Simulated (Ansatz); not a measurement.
# F₂H₆N₂SSi₂: up Jacob's ladder to CCSD(T)

An exercise on one series of results from a longer session: the logs are not shown, and one member is left open.

Method: functionals in def2-TZVPP, the program's frozen cores in correlated methods; program: Ansatz 0.2.0, Gaussian basis.

The runs, in order: PBE-D4, r2SCAN-D4, PBE0-D4, B3LYP-D4, ωB97X-V, ωB97M-V, B2PLYP; CCSD(T)/def2-TZVPP; MP2/def2-QZVPP; extrapolation to the limit.

### The geometry

An earlier PBE0-D4 in a triple-zeta def2 set relaxation fixed the geometry.

SMILES `N[SiH2]S[Si](N)(F)F`, 13 atoms, charge 0, spin multiplicity 1.

Atoms are counted from 1 here; the program's logs count them from 0.

Bond lengths: N1–Si2 1.704 Å, N1–H8 1.008 Å, N1–H9 1.008 Å, Si2–S3 2.174 Å, Si2–H10 1.481 Å, Si2–H11 1.479 Å, S3–Si4 2.093 Å, Si4–N5 1.678 Å, Si4–F6 1.600 Å, Si4–F7 1.586 Å, N5–H12 1.005 Å, N5–H13 1.004 Å. Angles: Si2–N1–H8 118.6°, Si2–N1–H9 119.9°, H8–N1–H9 111.2°, N1–Si2–S3 117.3°, N1–Si2–H10 108.5°, N1–Si2–H11 108.7°, S3–Si2–H10 102.2°, S3–Si2–H11 107.4°, H10–Si2–H11 112.8°, Si2–S3–Si4 99.2°, S3–Si4–N5 110.3°, S3–Si4–F6 107.9°, S3–Si4–F7 114.3°, N5–Si4–F6 114.4°, N5–Si4–F7 106.9°, F6–Si4–F7 103.0°, Si4–N5–H12 122.8°, Si4–N5–H13 122.7° and more.

Set-up of the first run:

in.yaml reads:

```yaml
crystal:
  periodic: [false, false, false]
  atoms:
    - {symbol: N, position_ang: [-0.598970, -0.555324, -2.372723]}
    - {symbol: Si, position_ang: [0.912397, -0.636240, -1.589413]}
    - {symbol: S, position_ang: [0.913207, -1.145511, 0.524159]}
    - {symbol: Si, position_ang: [0.143849, 0.640465, 1.298178]}
    - {symbol: N, position_ang: [-0.721251, 0.339312, 2.704526]}
    - {symbol: F, position_ang: [-0.700179, 1.355833, 0.141859]}
    - {symbol: F, position_ang: [1.245910, 1.722997, 1.657808]}
    - {symbol: H, position_ang: [-1.221357, 0.204168, -2.142966]}
    - {symbol: H, position_ang: [-1.111360, -1.401601, -2.563328]}
    - {symbol: H, position_ang: [1.687594, -1.750944, -2.179706]}
    - {symbol: H, position_ang: [1.590319, 0.670193, -1.729705]}
    - {symbol: H, position_ang: [-0.830611, 1.023394, 3.433240]}
    - {symbol: H, position_ang: [-1.309548, -0.466751, 2.818050]}
basis:
  gaussian: {orbitals: def2-TZVPP}
hamiltonian: {xc: pbe, dispersion: d4}
output: {forces: true, orbitals: {seedname: orbitals}}
```

Started as:

```console
$ ansatz run in.yaml --threads 2 --pin off --events-out ev --progress --plain --max-ram 22528MiB --backend cuda --devices 0, --max-vram 18GiB
```

Steps of the session up to this table: PBE-D4 (GGA); r2SCAN-D4 (meta-GGA); PBE0-D4 (hybrid); B3LYP-D4 (hybrid); ωB97X-V (range-separated); ωB97M-V (range-separated); B2PLYP (double hybrid); CCSD(T) in def2-TZVPP; MP2 in def2-QZVPP.

One table of the session follows, with a row left open; its other results are not shown here.

| method | atomisation energy (kJ/mol) |
| --- | --- |
| PBE-D4 | 4883.0 |
| r2SCAN-D4 | 4820.6 |
| PBE0-D4 | ? |
| B3LYP-D4 | 4816.2 |
| ωB97X-V | 4861.6 |
| ωB97M-V | 4856.5 |
| B2PLYP | 4761.1 |
| HF/def2-TZVPP | 3414.4 |
| MP2/def2-TZVPP | 4783.0 |
| CCSD/def2-TZVPP | 4595.3 |
| CCSD(T)/def2-TZVPP | 4671.6 |
| MP2/CBS | 4957.2 |
| CCSD(T)/CBS | 4845.8 |

Estimate the missing values for PBE0-D4.

As computed: atomisation energy (kJ/mol): 4787.6. In the column «atomisation energy (kJ/mol)» it lies between MP2/def2-TZVPP (4783.0) and B3LYP-D4 (4816.2).
